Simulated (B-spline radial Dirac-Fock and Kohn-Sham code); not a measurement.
# Inner shells of Tl¹⁴⁺

Aim: for thallium as Tl¹⁴⁺, compute its X-ray form factor and Compton profile, the binding energy of each subshell and how cheaper methods do for the levels.

Method: a free atom or ion on a radial basis; each step names its model; computed with B-spline radial Dirac-Fock and Kohn-Sham code, version 2.

## Step 1: The atom as given

Tl¹⁴⁺ in the configuration 1s2 2s2 2p6 3s2 3p6 3d10 4s2 4p6 4d10 4f14 5s2 5p5.

```
nuclear charge     : 81
electrons          : 67
mass number        : 205
nuclear rms radius : 5.4759 fm
```

Outer shells as boxes (Hund's rule, for the drawing alone; heavy ions are jj-coupled, and the calculation averages over the configuration):

```
[Kr] core
4d [↑↓][↑↓][↑↓][↑↓][↑↓]
4f [↑↓][↑↓][↑↓][↑↓][↑↓][↑↓][↑↓]
5s [↑↓]
5p [↑↓][↑↓][↑ ]
```

## Step 2: Scattering by the electron cloud

Model: Dirac-Fock average of configuration, finite nucleus; form factor of the spherical density, Waller-Hartree incoherent function, impulse-approximation Compton profiles.

Settings, as recorded:

```ini
task = scatter
Z = 81
charge = 14
configuration = 1s2 2s2 2p6 3s2 3p6 3d10 4s2 4p6 4d10 4f14 5s2 5p5
mass_number = 205
rms_radius = 5.4759  # fm
s = [0.0, 0.05, 0.1, 0.15, 0.2, 0.25, 0.3, 0.35, 0.4, 0.45, 0.5, 0.6, 0.7, 0.8, 0.9, 1.0, 1.1, 1.2, 1.4, 1.6, 1.8, 2.0, 2.5, 3.0, 3.5, 4.0, 5.0, 6.0]  # 1/A
pz = [0, 0.1, 0.2, 0.3, 0.4, 0.5, 0.6, 0.8, 1.0, 1.2, 1.4, 1.6, 1.8, 2.0, 2.5, 3.0, 4.0, 5.0, 7.0, 10.0, 15.0, 20.0, 30.0, 40.0, 60.0, 100.0]  # a.u.
photon_energy = [2000, 5000, 8047.8, 10000, 30000, 100000, 200000, 500000]  # eV
```

## Step 3: Core and valence levels

Model: Dirac-Fock average of configuration, Delta-SCF, finite nucleus, first-order Breit with its frequency dependence, self-energy and vacuum polarisation.

The run's settings:

```ini
task = binding
```

## Step 4: Dirac LDA, for comparison

Model: Dirac-Kohn-Sham LDA (Slater exchange, VWN correlation), finite nucleus, spherical and without spin polarisation.

The run's settings:

```ini
task = binding-ladder
method = lda,vwn
relativity = dirac
```

## Step 5: non-relativistic HF, for comparison

Model: non-relativistic Hartree-Fock, average of configuration, point nucleus.

Recorded inputs:

```ini
task = binding-ladder
method = hf
relativity = nr
```

(Steps that only read results are left out.)

What does the calculation give? Wanted: rms radius of the electron cloud; form factor halves at; Compton profile at zero; deepest level listed, K; least bound, O2,3; Kα1; Dirac LDA, K: eigenvalue / ΔSCF; non-relativistic HF, 1s: eigenvalue / ΔSCF.

The runs gave:

| quantity | value |
| --- | --- |
| rms radius of the electron cloud | 0.457 bohr |
| form factor halves at | 0.87 1/Å |
| Compton profile at zero | 4.931 1/a.u. |
| deepest level listed, K (1s) | 85824.6 eV |
| least bound, O2,3 (5p) | 337.5 eV |
| Kα1 | 72869.5 eV |
| ionisation energy, NIST (theoretical) | 340.000 eV |
| Dirac LDA, K: eigenvalue / ΔSCF | 85648.3 / 86287.8 eV |
| non-relativistic HF, 1s: eigenvalue / ΔSCF | 77875.8 / 77801.6 eV |

What this shows: The form factor starts at the 67 electrons and halves by s = 0.87 1/Å. Incoherent scattering outweighs coherent from 200 keV on, among the energies asked. For K (1s), relaxation takes off 86.3 eV, Breit terms shift it by -310.16 and QED by -163.76 eV. NIST's ionisation energy differs by +2.53 eV from the least binding energy, within its stated uncertainty. Dirac LDA misses the K level by -0.2 % with its eigenvalue and by +0.5 % with ΔSCF. Breit and QED terms, which only the reference holds, shift this level by tenths of a per cent, so the eigenvalue's nearness can be cancellation. Non-relativistic HF misses the 1s level by -9.3 % with its eigenvalue and by -9.3 % with ΔSCF, as relativity is missing. The Hartree-Fock and Dirac-Fock values hold no electron correlation.
